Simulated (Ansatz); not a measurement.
Working through an SCF with error handling of LaTl, space group Pm-3m

With Ansatz 0.2.0, Python API.

Contents of `latl.extxyz`:
```text
2
Lattice="3.936 0.0 0.0 0.0 3.936 0.0 0.0 0.0 3.936" Properties=species:S:1:pos:R:3 pbc="T T T"
La    0.00000000    0.00000000    0.00000000
Tl    1.96800000    1.96800000    1.96800000
```

Interactive session:
```pycon
>>> import ansatz as az
>>> cell = az.Crystal.from_extxyz("latl.extxyz")
>>> calc = (
...     cell.calculation()
...     .occupations(az.OccupationsMethod.COLD, width=0.1)
...     .functional("pbesol")
...     .pseudopotentials("nc")
...     .eigensolver("auto", mixed_precision=False)
...     .kpoints(6, 6, 6, center="gamma")
... )
>>> token = az.CancelToken()
>>> def watch(event):
...     if event["event"] == "scf_iter":
...         row = event["data"]
...         print(f"iteration {row['iter']:2d}  Harris-Foulkes {row['harris_foulkes_ev']:.5f} eV  residual {row['dr2_ev']:.2e} eV")
...         if row["dr2_ev"] < 1e-2:
...             token.cancel()
...
>>> try:
...     calc.session().plan().execute(on_event=watch, cancel=token)
...     print("finished before the stop was seen")
... except az.CancelledError:
...     print("stopped by the token")
...
DeckWarning: basis.ecutwfc = 1496.626244 eV, auto-derived from the records' recommended cutoffs: set by La (normal level)
iteration  1  Harris-Foulkes -2608.50288 eV  residual 2.18e+00 eV
iteration  2  Harris-Foulkes -2607.89811 eV  residual 2.19e-01 eV
iteration  3  Harris-Foulkes -2607.82438 eV  residual 1.04e-02 eV
iteration  4  Harris-Foulkes -2607.82282 eV  residual 1.39e-03 eV
stopped by the token
```

These settings explore the input space; cutoff and mesh may be short of convergence. Spin-orbit coupling, which matters for elements this heavy, is left out. The starting cell is as deposited in a crystallographic database; the results hold for this polymorph, which needn't be the stable one. Warnings are shown shortened and without file and line. Wall time of the script: 3.1 s on 1 thread of Intel(R) Xeon(R) Platinum 8488C (Sapphire Rapids) (shared host), peak memory 0.47 GiB.
